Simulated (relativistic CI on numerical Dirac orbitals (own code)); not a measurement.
# Ti²⁺: 1s photoemission with charge transfer

Wanted: the shape of the 1s photoemission spectrum of Ti²⁺ in a cubic metal-ligand cluster, for 3 values of Upd.

The numbers are computed with relativistic CI on numerical Dirac orbitals (own code) version 3 (charge-transfer multiplet model of a cubic metal-ligand cluster with up to 2 ligand holes, Slater and spin-orbit integrals from Dirac-Coulomb-Breit ions, Slater integrals scaled by 0.8), except any that are marked as measured or tabulated.

### 1 Starting point

| Property | Result |
| --- | --- |
| ion | Ti²⁺ (Ti III) |
| nuclear charge | 22 |
| electrons | 20 |
| d electrons | 2 |
| ligand holes at most | 2 |
| parameters | in eV; Veg, Vt2g hoppings, tenDq and tenDqL metal and ligand splittings (negative tenDq: tetrahedral), red the scaling of hopping with a core hole |
| temperature | 300 K |
| widths | Lorentz 1.1 eV, Gauss 0.6 eV |

### 2 Upd = 6.9 eV

Input settings:

```ini
cluster ion=Ti2+ d2 ligand_holes=2 slater_scale=0.8
Delta=4.6 Udd=5.5 Upd=6.9 tenDq=0.25 tenDqL=0.1 Veg=2.7 Vt2g=-1.15 red=1
spectrum xps 1s T=300 lorentz=1.1 gauss=0.6
```

Started as:

```console
> python run_levels.py task.json out
```

task.json lists these runs, among others, and the program works through them in turn.

Results of the run (chosen fields of its result record, rounded):

```text
status: converged
curve, one point in 4 above 2 % of the maximum [energy, intensity] [eV from the first main peak; 1/eV]:
  - [-3.3, 0.01316]
  - [-2.9, 0.01695]
  - [-2.5, 0.02266]
  - [-2.1, 0.03183]
  - [-1.7, 0.04778]
  - [-1.3, 0.07869]
  - [-0.9, 0.1448]
  - [-0.5, 0.2737]
  - [-0.1, 0.3954]
  - [0.3, 0.3388]
  - [0.7, 0.193]
  - [1.1, 0.1021]
  - [1.5, 0.0604]
  - [1.9, 0.04027]
  - [2.3, 0.02941]
  - [2.7, 0.02356]
  - [3.1, 0.01947]
  - [3.5, 0.01548]
  - [3.9, 0.01276]
  - [4.3, 0.01167]
  - [4.7, 0.01156]
  - [5.1, 0.0117]
  - [5.5, 0.0112]
  - [5.9, 0.009844]
  - [6.3, 0.008497]
  - [8.6, 0.009276]
  - [9, 0.0126]
  - [9.4, 0.01872]
  - [9.8, 0.03135]
  - [10.2, 0.05155]
  - [10.6, 0.06247]
  - [11, 0.05455]
  - [11.4, 0.04286]
  - [11.8, 0.03088]
  - [12.2, 0.02076]
  - [12.6, 0.01405]
  - [13, 0.009706]
weights: [0.539965, 0.402587, 0.0574484]
n_d: 2.51748
n_eg: 0.488726
ground_S: 0.999948
ground_energy [eV]: -5.96507
cluster_levels [E_eV, degeneracy, S, weight_dn]:
  - [2.665e-15, 2, 0.9999, 0.54]
  - [0.0002902, 3, 0.9999, 0.54]
  - [0.01764, 3, 1, 0.5398]
  - [0.02634, 1, 1, 0.5397]
  - [0.9369, 1, 1, 0.5794]
  - [0.939, 3, 0.9976, 0.5793]
  - [0.9465, 3, 1, 0.5794]
  - [0.9467, 2, 1, 0.5794]
  - [1.194, 3, 0.008035, 0.5364]
  - [1.228, 2, 0.001496, 0.5333]
  - [1.869, 1, 0.9997, 0.5399]
  - [1.875, 3, 1, 0.5399]
  - [1.886, 3, 0.9993, 0.5399]
  - [1.887, 2, 0.9995, 0.5399]
  - [2.051, 3, 0.996, 0.6317]
  - [2.201, 3, 0.01311, 0.5557]
  - [2.284, 1, 0.0009018, 0.5385]
  - [2.395, 3, 0.0001362, 0.5489]
  - [3.13, 2, 0.000296, 0.5907]
  - [4.643, 1, 0.000227, 0.5101]
  - [6.117, 3, 2, 6.513e-08]
  - [6.117, 5, 2, 1.565e-07]
atomic [eV]: {"ground": {"F2dd": 6.57793, "F4dd": 4.09031, "zeta_d": 0.0129948}, "final": {"F2dd": 8.12755, "F4dd": 5.09382, "zeta_d": 0.0252394, "zeta_core": 0.0, "G2cd": 0.0332199}}
```

Run time: 7 s. Hardware: 1 thread of Intel Xeon Platinum 8488C, shared host; peak memory 0.22 GiB.

### 3 Upd = 7.5 eV

Input settings:

```ini
cluster ion=Ti2+ d2 ligand_holes=2 slater_scale=0.8
Delta=4.6 Udd=5.5 Upd=7.5 tenDq=0.25 tenDqL=0.1 Veg=2.7 Vt2g=-1.15 red=1
spectrum xps 1s T=300 lorentz=1.1 gauss=0.6
```

Results of the run:

```text
status: converged
curve, one point in 7 above 2 % of the maximum [energy, intensity] [eV from the first main peak; 1/eV]:
  - [-3.6, 0.01054]
  - [-2.9, 0.01603]
  - [-2.2, 0.02731]
  - [-1.5, 0.05615]
  - [-0.8, 0.1563]
  - [-0.1, 0.3767]
  - [0.6, 0.2292]
  - [1.3, 0.07807]
  - [2, 0.03755]
  - [2.7, 0.02438]
  - [3.4, 0.01639]
  - [4.1, 0.01239]
  - [4.8, 0.01216]
  - [5.5, 0.01134]
  - [6.2, 0.008688]
  - [8.6, 0.009301]
  - [9.3, 0.01636]
  - [10, 0.03745]
  - [10.7, 0.05764]
  - [11.4, 0.06039]
  - [12.1, 0.03443]
  - [12.8, 0.01596]
  - [13.5, 0.009398]
weights: [0.539965, 0.402587, 0.0574484]
n_d: 2.51748
n_eg: 0.488726
ground_S: 0.999948
ground_energy [eV]: -5.96507
cluster_levels [E_eV, degeneracy, S, weight_dn]:
  - [8.882e-15, 2, 0.9999, 0.54]
  - [0.0002902, 3, 0.9999, 0.54]
  - [0.01764, 3, 1, 0.5398]
  - [0.02634, 1, 1, 0.5397]
  - [0.9369, 1, 1, 0.5794]
  - [0.939, 3, 0.9976, 0.5793]
  - [0.9465, 3, 1, 0.5794]
  - [0.9467, 2, 1, 0.5794]
  - [1.194, 3, 0.008035, 0.5364]
  - [1.228, 2, 0.001496, 0.5333]
  - [1.869, 1, 0.9997, 0.5399]
  - [1.875, 3, 1, 0.5399]
  - [1.886, 3, 0.9993, 0.5399]
  - [1.887, 2, 0.9995, 0.5399]
  - [2.051, 3, 0.996, 0.6317]
  - [2.201, 3, 0.01311, 0.5557]
  - [2.284, 1, 0.0009018, 0.5385]
  - [2.395, 3, 0.0001362, 0.5489]
  - [3.13, 2, 0.000296, 0.5907]
  - [4.643, 1, 0.000227, 0.5101]
  - [6.117, 3, 2, 6.513e-08]
  - [6.117, 5, 2, 1.565e-07]
atomic [eV]: {"ground": {"F2dd": 6.57793, "F4dd": 4.09031, "zeta_d": 0.0129948}, "final": {"F2dd": 8.12755, "F4dd": 5.09382, "zeta_d": 0.0252394, "zeta_core": 0.0, "G2cd": 0.0332199}}
```

Wall time 5.2 s (1 thread of Intel Xeon Platinum 8488C, shared host); peak memory 0.22 GiB.

### 4 Upd = 8.1 eV

Input settings:

```ini
cluster ion=Ti2+ d2 ligand_holes=2 slater_scale=0.8
Delta=4.6 Udd=5.5 Upd=8.1 tenDq=0.25 tenDqL=0.1 Veg=2.7 Vt2g=-1.15 red=1
spectrum xps 1s T=300 lorentz=1.1 gauss=0.6
```

Results of the run:

```text
status: converged
curve, one point in 7 above 2 % of the maximum [energy, intensity] [eV from the first main peak; 1/eV]:
  - [-3.9, 0.008694]
  - [-3.2, 0.01275]
  - [-2.5, 0.02053]
  - [-1.8, 0.03836]
  - [-1.1, 0.09272]
  - [-0.4, 0.277]
  - [0.3, 0.3247]
  - [1, 0.1169]
  - [1.7, 0.04848]
  - [2.4, 0.0289]
  - [3.1, 0.01943]
  - [3.8, 0.01348]
  - [4.5, 0.01257]
  - [5.2, 0.01231]
  - [5.9, 0.009477]
  - [8.1, 0.007422]
  - [8.8, 0.01097]
  - [9.5, 0.02103]
  - [10.2, 0.03718]
  - [10.9, 0.05854]
  - [11.6, 0.07169]
  - [12.3, 0.03772]
  - [13, 0.01855]
  - [13.7, 0.01255]
  - [14.4, 0.007802]
weights: [0.539965, 0.402587, 0.0574484]
n_d: 2.51748
n_eg: 0.488726
ground_S: 0.999948
ground_energy [eV]: -5.96507
cluster_levels [E_eV, degeneracy, S, weight_dn]:
  - [7.994e-15, 2, 0.9999, 0.54]
  - [0.0002902, 3, 0.9999, 0.54]
  - [0.01764, 3, 1, 0.5398]
  - [0.02634, 1, 1, 0.5397]
  - [0.9369, 1, 1, 0.5794]
  - [0.939, 3, 0.9976, 0.5793]
  - [0.9465, 3, 1, 0.5794]
  - [0.9467, 2, 1, 0.5794]
  - [1.194, 3, 0.008035, 0.5364]
  - [1.228, 2, 0.001496, 0.5333]
  - [1.869, 1, 0.9997, 0.5399]
  - [1.875, 3, 1, 0.5399]
  - [1.886, 3, 0.9993, 0.5399]
  - [1.887, 2, 0.9995, 0.5399]
  - [2.051, 3, 0.996, 0.6317]
  - [2.201, 3, 0.01311, 0.5557]
  - [2.284, 1, 0.0009018, 0.5385]
  - [2.395, 3, 0.0001362, 0.5489]
  - [3.13, 2, 0.000296, 0.5907]
  - [4.643, 1, 0.000227, 0.5101]
  - [6.117, 3, 2, 6.513e-08]
  - [6.117, 5, 2, 1.565e-07]
atomic [eV]: {"ground": {"F2dd": 6.57793, "F4dd": 4.09031, "zeta_d": 0.0129948}, "final": {"F2dd": 8.12755, "F4dd": 5.09382, "zeta_d": 0.0252394, "zeta_core": 0.0, "G2cd": 0.0332199}}
```

Wall time 5.3 s (1 thread of Intel Xeon Platinum 8488C, shared host); peak memory 0.22 GiB.

### 5 Comparison

| run | d count | weight without ligand hole | ground S | up to four highest peaks (% of the highest), eV from the first main peak |
| --- | --- | --- | --- | --- |
| Upd = 6.9 eV | 2.52 | 0.54 | 1.00 | 0.0 (100), 10.6 (16) |
| Upd = 7.5 eV | 2.52 | 0.54 | 1.00 | 0.0 (100), 11.2 (16) |
| Upd = 8.1 eV | 2.52 | 0.54 | 1.00 | 0.0 (100), 11.4 (20) |

### 6 Summary of results

```
                           quantity         value
                            d count  2.52 to 2.52
ground spin (effective S from ⟨S²⟩)          1.00
```

What this shows: From Upd = 6.9 eV to Upd = 8.1 eV the ground-state d count stays at 2.52, as the core hole does not act on the ground state. In the first run d2 holds 54 % of the ground state. The cluster parameters are drawn, not fitted to a compound.
